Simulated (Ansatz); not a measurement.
# CsPbBr3: the cost of one run

Program: Ansatz 0.2.0. Level of theory: DFT PBEsol, scalar-relativistic, plane waves, PAW. These are calculated values, not measurements.

1 further run of the same task is left out (set aside as unsound or not needed).

## (1) The starting structure

Symmetry: Pm-3m, No. 221, cubic system. Conventional cell: a = 5.870 Å, b = 5.870 Å, c = 5.870 Å, α = 90.00°, β = 90.00°, γ = 90.00°. Cs (site symmetry m-3m) is surrounded by 12 Br at 4.15 Å. Pb (site symmetry m-3m) is surrounded by 6 Br at 2.94 Å. Around Br (site symmetry 4/mmm) lie 2 Pb at 2.94 Å and 4 Cs at 4.15 Å.

Coordinates:

```
CELL_PARAMETERS angstrom
5.87000 0.00000 0.00000
0.00000 5.87000 0.00000
0.00000 0.00000 5.87000
ATOMIC_POSITIONS crystal
Cs 0.00000 0.00000 0.00000
Pb 0.50000 0.50000 0.50000
Br 0.00000 0.50000 0.50000
Br 0.50000 0.00000 0.50000
Br 0.50000 0.50000 0.00000
```

It is the result of an earlier relaxation at this level (volume 40.45 Å³/atom; gap on the mesh: 1.43 eV).

## (2) Static run: bands, density of states and charges

input.yaml reads:

```yaml
crystal:
  lattice:
    - [5.87, 0.0, 0.0]
    - [0.0, 5.87, 0.0]
    - [0.0, 0.0, 5.87]
  atoms:
    - { symbol: Cs, position: [0.0, 0.0, 0.0] }
    - { symbol: Pb, position: [0.5, 0.5, 0.5] }
    - { symbol: Br, position: [0.0, 0.5, 0.5] }
    - { symbol: Br, position: [0.5, 0.0, 0.5] }
    - { symbol: Br, position: [0.5, 0.5, 0.0] }
basis:
  ecutwfc: 420
kpoints:
  mp_grid: { grid: [6, 6, 6] }
  band_path:
    path:
      - [[0.0, 0.0, 0.0], [0.0, 0.5, 0.0], [0.5, 0.5, 0.0], [0.0, 0.0, 0.0], [0.5, 0.5, 0.5], [0.0, 0.5, 0.0]]
      - [[0.5, 0.5, 0.5], [0.5, 0.5, 0.0]]
    npoints: 14
hamiltonian:
  xc: pbesol
scf:
  occupations: { method: gaussian, width: 0.02 }
  n_extra_bands: 12
output:
  forces: true
  stress: true
  eigenvalues: true
  populations: true
  dos: { projected: true, de: 0.02, nscf_kmesh: { grid: [9, 9, 9] } }
  bader: true
  write_density: true
  write_potential: true
  elf: true
  volumetric_format: npy
```

Started as:

```console
ansatz run input.yaml --threads 2 --pin off --max-ram 5120MiB --backend cpu --events-out ev --progress --plain --runs-dir out
```

What time and memory should one allow on 2 threads of Intel Xeon Platinum 8375C at 2.90GHz (Ice Lake), shared host?

About 40 s, with a peak of 0.66 GiB.
